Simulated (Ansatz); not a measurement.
# AlFH4Sn: single points off equilibrium

An exercise on one series of results from a longer session: the logs are not shown, and one member is left open.

The runs use Ansatz 0.2.0, Gaussian basis; single points in def2-TZVPP.

Correlated methods freeze the cores. Filled d shells of the heavier atoms are correlated. Core potentials replace the inner electrons past krypton, and spin-orbit coupling is left out. B3LYP uses VWN-RPA correlation.

## The system as given

SMILES `[F][AlH][SnH3]`, 7 atoms, charge 0, spin multiplicity 1.

Atoms are counted from 1 here; the program's logs count them from 0.

Bond lengths: F1–Al2 1.686 Å, Al2–Sn3 2.642 Å, Al2–H4 1.582 Å, Sn3–H5 1.732 Å, Sn3–H6 1.709 Å, Sn3–H7 1.730 Å. Angles: F1–Al2–Sn3 120.6°, F1–Al2–H4 116.4°, Sn3–Al2–H4 123.0°, Al2–Sn3–H5 117.9°, Al2–Sn3–H6 115.8°, Al2–Sn3–H7 118.4°, H5–Sn3–H6 102.0°, H5–Sn3–H7 99.7°, H6–Sn3–H7 99.9°.

Geometry (Å):

```xyz
7

F    -0.74660   -2.22730    1.60620
Al   -0.58410   -1.49410    0.09630
Sn    0.36210    0.96440   -0.11150
H    -1.01150   -2.36140   -1.15640
H    -0.24880    1.96350   -1.38780
H     0.14340    1.96300    1.25780
H     2.06110    1.17460   -0.36390
```

The first run:

File run/in.yaml:

```yaml
crystal:
  periodic: [false, false, false]
  atoms:
    - {symbol: F, position_ang: [-0.746600, -2.227300, 1.606200]}
    - {symbol: Al, position_ang: [-0.584100, -1.494100, 0.096300]}
    - {symbol: Sn, position_ang: [0.362100, 0.964400, -0.111500]}
    - {symbol: H, position_ang: [-1.011500, -2.361400, -1.156400]}
    - {symbol: H, position_ang: [-0.248800, 1.963500, -1.387800]}
    - {symbol: H, position_ang: [0.143400, 1.963000, 1.257800]}
    - {symbol: H, position_ang: [2.061100, 1.174600, -0.363900]}
basis:
  gaussian: {orbitals: def2-TZVPP}
correlation: {method: ccsd_t}
output: {forces: true}
```

The command line of these runs was not kept.

Steps of the session up to this table: CCSD(T)/def2-TZVPP; PBE0-D4/def2-TZVPP; wB97M-V/def2-TZVPP; r2SCAN-D4/def2-TZVPP; PBE-D4/def2-TZVPP; B3LYP-D4/def2-TZVPP; BHLYP-D4/def2-TZVPP.

One table of the session follows, with a row left open; its other results are not shown here.

| method | RMS force component (eV/Å) | angle to CCSD(T) forces (°) | dipole (D) |
| --- | --- | --- | --- |
| CCSD(T) | 0.378 | reference | 1.11 |
| PBE0-D4 | 0.363 | 9.2 | 1.15 |
| wB97M-V | 0.350 | 6.4 | 1.14 |
| r2SCAN-D4 | 0.339 | 8.7 | 1.08 |
| PBE-D4 | 0.225 | 24.7 | 1.07 |
| B3LYP-D4 | ? | ? | ? |
| BHLYP-D4 | 0.481 | 10.2 | 1.23 |

Q: Estimate the row for B3LYP-D4 from the others.

The run gave: RMS force component (eV/Å): 0.324; angle to CCSD(T) forces (°): 12.4; dipole (D): 1.15. In the column «RMS force component (eV/Å)» it lies between PBE-D4 (0.225) and r2SCAN-D4 (0.339).
